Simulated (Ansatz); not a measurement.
Predict the output of the script below (the Ansatz DFT code, driven from Python).

`ch5ns2si_energy.py`
```python
# -*- coding: utf-8 -*-
"""Single point of CH5NS2Si."""

import ansatz as az
from ase import Atoms


def main():
    atoms = Atoms(["C", "N", "Si", "S", "S", "H", "H", "H", "H", "H"], positions=[
        (1.8077, -0.1114, 0.5701),
        (0.5216, 0.2153, 0.7892),
        (-0.6611, -0.3538, -0.3837),
        (-2.4725, -0.1365, 0.5109),
        (-0.4955, 0.8882, -2.1004),
        (2.5295, 0.2946, 1.2669),
        (2.1598, -0.6381, -0.3071),
        (-0.2895, -1.7485, -0.708),
        (-2.1451, -0.4743, 1.7881),
        (-0.8717, 2.0135, -1.423),
    ])
    molecule = az.Crystal.molecule_from_ase(atoms)

    job = (
        molecule.calculation()
        .basis(gaussian="6-31G*")
        .functional("r2SCAN", dispersion="d3bj")
    )
    out = job.run()
    summary = out.report

    print(f"E = {summary['free_energy_ev']:.6f} eV = {summary['free_energy_ev'] / 27.211386246:.7f} Ha")
    print("converged:", summary["converged"], " doubts:", summary["published_state_doubts"] or "none")

    field = summary["mean_field"]
    print("<S^2> =", round(abs(field["state"]["spin_squared"]), 4), " relativity:", field["relativity"])
    print("passes:", field["passes"])
    if "symmetry" in field:
        print("occupied orbitals by irrep:", field["symmetry"]["occupied"])


if __name__ == "__main__":
    main()
```

Output of `python ch5ns2si_energy.py`:
```text
DeckWarning: the engine holds no damping parameters fitted to this dispersion correction and functional, so the run takes those fitted to r2scan beside the three-body term, which d3bj leaves out (hamiltonian.dispersion, under Limitations)
E = -32152.513340 eV = -1181.5830715 Ha
converged: True  doubts: none
<S^2> = 0.0  relativity: none
passes: {'evaluations': 16, 'products': 13}
occupied orbitals by irrep: [{'A': 32}, {'A': 32}]
```
(Warnings from the package without file and line.)

Total energies depend on the basis set; only differences at equal settings carry meaning. The geometry is a force-field or estimated start, not a minimum of this method, and the basis set is short of its limit. A dispersion term here runs with damping parameters fitted for another variant or functional. The whole script took 3 s on 1 thread of AMD EPYC 9R45 (Zen 5) (shared host), peak memory 0.24 GiB.

(A comment or docstring line of the script was reworded after the run, the code is as it ran; lines on the test bed's own set-up are left out of the output.)
